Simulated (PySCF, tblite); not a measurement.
# C₆H₉BCl₂: geometry, infrared bands and NMR shifts

Wanted: the infrared bands and NMR shifts of C₆H₉BCl₂ (`Cl/C=C1\C[C@@H]1BCCCl`), by calculation.

The runs use tblite 0.8.0 and PySCF 2.14.0, with density-fitted response routines of our own; the level of theory stands in each step. All values are computed, except where a source is named. Atoms count from 0, in the outputs and in this text.

### 1 Starting geometry

18 atoms, charge 0, multiplicity 1; geometry from: force field or distance geometry start.

Bonds of the start (Å): Cl0–C1 1.74, C1–C2 1.35, C2–C3 1.52, C3–C4 1.42, C4–B5 1.59, B5–C6 1.60, C6–C7 1.53, C7–Cl8 1.78, C4–C2 1.52, C1–H9 1.07, C3–H10 1.11, C3–H11 1.12, C4–H12 1.11, B5–H13 1.18, C6–H14 1.11, C6–H15 1.12, C7–H16 1.11, C7–H17 1.11.

### 2 Relaxing the molecule with GFN2-xTB

The job: settings as JSON, then the geometry in Å.

```
{"job": {"kind": "relax", "xc": "GFN2-xTB", "basis": "xTB"}, "charge": 0, "multiplicity": 1}
Cl    -3.939200     1.664000    -0.221700
C     -2.325000     1.198100    -0.678600
C     -1.834500     0.007300    -0.289600
C     -1.978200    -1.330600     0.407200
C     -0.739300    -1.048000    -0.231700
B      0.464300    -0.589200     0.692800
C      1.395600     0.646700     0.279400
C      2.852000     0.207000     0.116200
Cl     3.860000     1.593500    -0.345500
H     -1.704200     1.865600    -1.245900
H     -2.670000    -2.020100    -0.127900
H     -2.040000    -1.220500     1.521000
H     -0.555900    -1.505800    -1.221300
H      0.697500    -1.179700     1.691900
H      1.021200     1.089100    -0.666900
H      1.326000     1.417000     1.090700
H      2.924700    -0.563900    -0.683200
H      3.236100    -0.224100     1.063200
```

Started as:

```bash
> OMP_NUM_THREADS=1 python probes_run.py task.json out
```

This one command runs all jobs of the session in turn.

**Question.** This job is followed by: GFN2-xTB harmonic vibrations, gas phase; GIAO PBE0/pcSseg-1 NMR shielding, non-relativistic, gas phase. What will the session give for the following? strongest single infrared mode (GFN2-xTB); zero-point energy (GFN2-xTB); ¹³C shifts against TMS (PBE0/pcSseg-1); ¹H shifts against TMS (PBE0/pcSseg-1); ³⁵Cl shifts against HCl (PBE0/pcSseg-1); ¹¹B shifts against BF3·OEt2 (PBE0/pcSseg-1).

As calculated:

```
                                   quantity                                                     value
  strongest single infrared mode (GFN2-xTB)                                     1305 cm⁻¹, 375 km/mol
               zero-point energy (GFN2-xTB)                                             83.4 kcal/mol
     ¹³C shifts against TMS (PBE0/pcSseg-1)                  136.0, 121.6, 50.7, 41.1, 26.6, 17.3 ppm
      ¹H shifts against TMS (PBE0/pcSseg-1)  6.59, 6.44, 3.91, 3.86, 2.19, 1.98, 1.96, 1.95, 1.76 ppm
    ³⁵Cl shifts against HCl (PBE0/pcSseg-1)                                              216, 123 ppm
¹¹B shifts against BF3·OEt2 (PBE0/pcSseg-1)                                                  82.7 ppm
```

What this shows: Relaxing lowered the energy by 0.739 eV in 166 steps; the close pair that moved most is C3–C4, from 1.422 to 1.541 Å. All 48 modes are real, so the xTB geometry is a minimum. The strongest single mode, at 1305 cm⁻¹, has its largest shares on C4, B5, H12 and C6 (the list is cut at 4 atoms). GFN2-xTB is a fitted tight-binding method: band positions and strengths are rough. Its intensities can rank the bands wrongly.
